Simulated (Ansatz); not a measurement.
# KCd15Se16 (Cadmoselite): the cost of one run

Program: Ansatz 0.2.0. Level of theory: DFT, PBE, plane-wave PAW, default files, scalar-relativistic, as far as a step names no other. These are calculated values, not measurements.

The COD entry's cell or inner coordinates are ideal or old and differ from later refinements, so a difference from it is no clean test against experiment.

**1. The starting structure**

The structure is trigonal, space group P3m1 (No. 156). Conventional cell: a = 8.600 Å, b = 8.600 Å, c = 14.040 Å, α = 90.00°, β = 90.00°, γ = 120.00°. K (site symmetry 3m) has 4 Se at 2.61 to 2.70 Å as nearest neighbours. Around Cd (site symmetry 3m) lie 4 Se at 2.61 to 2.70 Å. Cd (site symmetry m) has 4 Se at 2.61 to 2.70 Å as nearest neighbours. Only part of the 16 independent sites is listed.

Coordinates:

```xyz
32
Lattice="8.6000 0.0000 0.0000 -4.3000 7.4478 0.0000 0.0000 0.0000 14.0400" Properties=species:S:1:pos:R:3 pbc="T T T"
K     0.0000    2.4826    0.0000
Cd    0.0000    2.4826    7.0200
Cd   -2.1500    6.2065    0.0000
Cd   -2.1500    6.2065    7.0200
Cd    4.3000    2.4826    0.0000
Cd    4.3000    2.4826    7.0200
Cd    2.1500    6.2065    0.0000
Cd    2.1500    6.2065    7.0200
Cd    2.1500    1.2413    3.5100
Cd    2.1500    1.2413   10.5300
Cd    0.0000    4.9652    3.5100
Cd    0.0000    4.9652   10.5300
Cd    6.4500    1.2413    3.5100
Cd    6.4500    1.2413   10.5300
Cd    4.3000    4.9652    3.5100
Cd    4.3000    4.9652   10.5300
Se    0.0000    2.4826    2.7027
Se    0.0000    2.4826    9.7227
Se   -2.1500    6.2065    2.7027
Se   -2.1500    6.2065    9.7227
Se    4.3000    2.4826    2.7027
Se    4.3000    2.4826    9.7227
Se    2.1500    6.2065    2.7027
Se    2.1500    6.2065    9.7227
Se    2.1500    1.2413    6.2127
Se    2.1500    1.2413   13.2327
Se    0.0000    4.9652    6.2127
Se    0.0000    4.9652   13.2327
Se    6.4500    1.2413    6.2127
Se    6.4500    1.2413   13.2327
Se    4.3000    4.9652    6.2127
Se    4.3000    4.9652   13.2327
```

Atom 1 of the input is the impurity.

**2. Single point at the given positions**

File input.yaml:

```yaml
crystal:
  lattice:
    - [8.6, 0.0, 0.0]
    - [-4.3, 7.4478184726, 0.0]
    - [0.0, 0.0, 14.04]
  atoms:
    - { symbol: K, position: [0.1666666666, 0.3333333334, 0.0] }
    - { symbol: Cd, position: [0.1666666666, 0.3333333334, 0.5] }
    - { symbol: Cd, position: [0.1666666666, 0.8333333334, 0.0] }
    - { symbol: Cd, position: [0.1666666666, 0.8333333334, 0.5] }
    - { symbol: Cd, position: [0.6666666666, 0.3333333334, 0.0] }
    - { symbol: Cd, position: [0.6666666666, 0.3333333334, 0.5] }
    - { symbol: Cd, position: [0.6666666666, 0.8333333334, 0.0] }
    - { symbol: Cd, position: [0.6666666666, 0.8333333334, 0.5] }
    - { symbol: Cd, position: [0.3333333334, 0.1666666666, 0.25] }
    - { symbol: Cd, position: [0.3333333334, 0.1666666666, 0.75] }
    - { symbol: Cd, position: [0.3333333334, 0.6666666666, 0.25] }
    - { symbol: Cd, position: [0.3333333334, 0.6666666666, 0.75] }
    - { symbol: Cd, position: [0.8333333334, 0.1666666666, 0.25] }
    - { symbol: Cd, position: [0.8333333334, 0.1666666666, 0.75] }
    - { symbol: Cd, position: [0.8333333334, 0.6666666666, 0.25] }
    - { symbol: Cd, position: [0.8333333334, 0.6666666666, 0.75] }
    - { symbol: Se, position: [0.1666666666, 0.3333333334, 0.1925] }
    - { symbol: Se, position: [0.1666666666, 0.3333333334, 0.6925] }
    - { symbol: Se, position: [0.1666666666, 0.8333333334, 0.1925] }
    - { symbol: Se, position: [0.1666666666, 0.8333333334, 0.6925] }
    - { symbol: Se, position: [0.6666666666, 0.3333333334, 0.1925] }
    - { symbol: Se, position: [0.6666666666, 0.3333333334, 0.6925] }
    - { symbol: Se, position: [0.6666666666, 0.8333333334, 0.1925] }
    - { symbol: Se, position: [0.6666666666, 0.8333333334, 0.6925] }
    - { symbol: Se, position: [0.3333333334, 0.1666666666, 0.4425] }
    - { symbol: Se, position: [0.3333333334, 0.1666666666, 0.9425] }
    - { symbol: Se, position: [0.3333333334, 0.6666666666, 0.4425] }
    - { symbol: Se, position: [0.3333333334, 0.6666666666, 0.9425] }
    - { symbol: Se, position: [0.8333333334, 0.1666666666, 0.4425] }
    - { symbol: Se, position: [0.8333333334, 0.1666666666, 0.9425] }
    - { symbol: Se, position: [0.8333333334, 0.6666666666, 0.4425] }
    - { symbol: Se, position: [0.8333333334, 0.6666666666, 0.9425] }
total_charge: -1
kpoints:
  mp_grid: { grid: [3, 3, 2] }
scf:
  occupations: { method: fermi_dirac, width: 0.01 }
hamiltonian:
  xc: pbe
  pseudopotentials: { kind: paw }
output:
  forces: true
  stress: true
  populations: true
  efg: { quadrupole_moments_barn: { K: 0.0603 }, contact_densities: true }
```

Started as:

```bash
$ ansatz run input.yaml --threads 4 --pin off --max-ram 8192MiB --backend cpu --events-out ev --progress --plain --runs-dir out
```

What time and memory should one allow on 4 threads of Intel Xeon 6975P-C (Granite Rapids), shared host?

About 46 s, with a peak of 5.3 GiB.
